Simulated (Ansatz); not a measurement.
# SiGeCl (quartet): wave-function methods side by side, cc-pVTZ

Aim: climb from Hartree-Fock through coupled cluster and multireference methods for SiGeCl (quartet) at one geometry and basis, and see what each rung misses.

Computed with Ansatz 0.2.0, Gaussian basis. Level: cc-pVTZ, core rule «outside noble gas», up to 24 orbitals frozen.

To be run: UHF; CCSD(T) on ROHF; CCSD(T) on UHF; BCCD(T) on ROHF; CCSDT(Q) on ROHF; CCSDT(Q) on UHF; CASSCF and NEVPT2, 15 electrons in 12 orbitals.

5 further runs of the same task are left out: 5 set aside as unsound or not needed.

### 1 The geometry

The geometry is a PBE0/def2-TZVP stationary point (not a proven minimum). No spin-orbit coupling is included. The filled d shell of Ge may be among the frozen orbitals whatever the setting's name suggests; the logs give the count.

3 atoms, charge 0, spin multiplicity 4.

Atoms are counted from 1 here; the program's logs count them from 0.

Bond lengths: Cl1–Ge2 2.190 Å, Ge2–Si3 2.406 Å. Angles: Cl1–Ge2–Si3 108.0°.

### 2 UHF

in.yaml reads:

```yaml
crystal:
  periodic: [false, false, false]
  atoms:
    - {symbol: Cl, position_ang: [0.000000, -0.697134, 1.696808]}
    - {symbol: Ge, position_ang: [0.000000, 0.627975, -0.046205]}
    - {symbol: Si, position_ang: [0.000000, -0.744178, -2.022417]}
basis:
  gaussian: {orbitals: cc-pVTZ}
magnetization: {spin_polarized: true, initial_magnetization: 3}
hamiltonian: {xc: hf}
output: {orbitals: {seedname: orbitals}}
```

Started as:

```sh
$ ansatz run in.yaml --threads 1 --pin off --events-out ev --progress --plain --max-ram 4096MiB --backend cpu
```

Further steps of the session: CCSD(T) on ROHF; CCSD(T) on UHF; BCCD(T) on ROHF; CCSDT(Q) on ROHF; CCSDT(Q) on UHF; CASSCF and NEVPT2, 15 electrons in 12 orbitals.

Q: Predict the results of all the runs planned. Wanted: UCCSDT(Q) below the RHF energy; RMP2 from UCCSDT(Q); UMP2 from UCCSDT(Q); RCCSD from UCCSDT(Q); RCCSD(T) from UCCSDT(Q); UCCSD(T) from UCCSDT(Q); RCCSDT(Q) from UCCSDT(Q); NEVPT2 valence from UCCSDT(Q); T1 diagnostic.

**Answer**, as computed:

| quantity | value |
| --- | --- |
| UCCSDT(Q) below the RHF energy | -11.1446 eV |
| RMP2 from UCCSDT(Q) | +1627.5 meV |
| UMP2 from UCCSDT(Q) | +1685.2 meV |
| RCCSD from UCCSDT(Q) | +658.5 meV |
| RCCSD(T) from UCCSDT(Q) | +98.0 meV |
| UCCSD(T) from UCCSDT(Q) | +95.5 meV |
| RCCSDT(Q) from UCCSDT(Q) | +7.2 meV |
| NEVPT2 valence from UCCSDT(Q) | +2113.2 meV |
| levels within 1 kcal/mol (43 meV) | UCCSDT, RCCSDT(Q) |
| T1 diagnostic | 0.022 |
| effectively unpaired electrons | 3.04 |

In words: RCCSD(T) misses by +98.0 meV, 0.9 % of the correlation energy. One determinant dominates. These misses are within one basis, not against nature; the frozen cores of restricted and unrestricted runs differ, which can shift their rows.
